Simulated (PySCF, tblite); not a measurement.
**C3H7Si2 radical: geometry, infrared bands and EPR parameters**

Aim: predict the infrared bands and EPR parameters of C3H7Si2 radical (`[SiH3][C@H]1C=C[SiH]1`).

The runs use tblite 0.8.0 and PySCF 2.14.0, with density-fitted response routines of our own; the level of theory stands in each step. All values are computed, except where a source is named. Atoms are numbered from 0 throughout.

### Step 1. Starting geometry

12 atoms, charge 0, multiplicity 2; geometry from: force field or distance geometry start.

Bonds of the start (Å): Si0–C1 1.87, C1–C2 1.46, C2–C3 1.33, C3–Si4 1.79, Si4–C1 1.80, Si0–H5 1.48, Si0–H6 1.45, Si0–H7 1.47, C1–H8 1.12, C2–H9 1.10, C3–H10 1.11, Si4–H11 1.44.

### Step 2. Relaxing the molecule with GFN2-xTB

The job: settings as JSON, then the geometry in Å.

```
{"job": {"kind": "relax", "xc": "GFN2-xTB", "basis": "xTB"}, "charge": 0, "multiplicity": 2}
Si     1.686000     0.011000     0.237000
C      0.038700    -0.272300    -0.591600
C     -0.955500    -0.863000     0.305400
C     -1.883100     0.072300     0.152900
Si    -0.998000     1.144100    -0.977500
H      1.827200    -1.059200     1.256500
H      1.819700     1.328800     0.835100
H      2.736900    -0.251100    -0.750300
H      0.214700    -0.934300    -1.472200
H     -0.962300    -1.785600     0.904300
H     -2.893200     0.141600     0.613900
H     -0.629800     2.467000    -0.539300
```

Started as:

```console
OMP_NUM_THREADS=1 python probes_run.py task.json out
```

This one command runs all jobs of the session in turn.

**Question.** This job is followed by: GFN2-xTB harmonic vibrations, gas phase; UKS B3LYP, pcH-1 on C H Si, non-relativistic, mean-field spin-orbit, GIAO. What will the session give for the following? strongest single infrared mode (GFN2-xTB); zero-point energy (GFN2-xTB); g(iso) (B3LYP); ⟨S²⟩; largest a(iso) (averaged by class); potential on the surface of density 0.002 e/bohr³, 1st and 99th percentile.

**Answer**, as computed:

```
                                                                  quantity                    value
                                 strongest single infrared mode (GFN2-xTB)    2233 cm⁻¹, 480 km/mol
                                              zero-point energy (GFN2-xTB)            49.4 kcal/mol
                                                            g(iso) (B3LYP)                  2.00295
                                                                      ⟨S²⟩       0.754 (exact 0.75)
                                        largest a(iso) (averaged by class)  29Si on Si4, -491.4 MHz
potential on the surface of density 0.002 e/bohr³, 1st and 99th percentile       -0.48 V and 0.98 V
```

In words: Relaxing lowered the energy by 0.727 eV in 79 steps; the close pair that moved most is C1–Si4, from 1.797 to 1.951 Å. No mode is imaginary among the 30: a minimum at this level. The strongest single mode, at 2233 cm⁻¹, moves mainly H5. Unscaled tight-binding wavenumbers are off by several per cent, some by more. Its intensities can rank the bands wrongly. Most of the unpaired spin sits on Si4 (0.86 e). The isotropic g lies 0.6 ppt above the free-electron value. The conformer search found further structures of the same energy, which may be mirror or relabelled copies of this one.
